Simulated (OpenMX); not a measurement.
GaF:

```xyz
2
Lattice="3.1659 0.0000 0.0000 0.0000 3.1659 0.0000 0.0000 0.0000 3.1659" Properties=species:S:1:pos:R:3 pbc="T T T"
Ga    0.0000    0.0000    0.0000
F     1.5830    1.5830    1.5830
```

The cell was built by a generator and needn't be a form met in nature.

Base run:

| Quantity | Value |
| --- | --- |
| Program | OpenMX 3.8.5 |
| Functional | PBE |
| Dispersion | D3 |
| Potentials or basis | OpenMX 2013 PBE set, Ga7.0-s3p2d2, F6.0-s2p2d1, grid cutoff 500 Ry |
| k mesh | 7 × 7 × 7 |
| Occupations | fermi-dirac, width 0.05 eV |
| Spin | no spin polarisation |

Its results: band gap on the k mesh 1.69 eV, indirect (least direct gap 2.19 eV); pressure 5.3 GPa.

Problem. The run is repeated on the same cell with these changes: dispersion from D3 to D4. What comes out?

Solution. Band gap on the k mesh 1.69 eV, indirect (least direct gap 2.19 eV); pressure -0.4 GPa.

Caveats: an odd mesh through Γ misses points on the zone boundary, where band edges often lie; the basis of atomic orbitals isn't converged, which shifts pressures, moduli and gaps.

Not every run made on this cell is shown here.
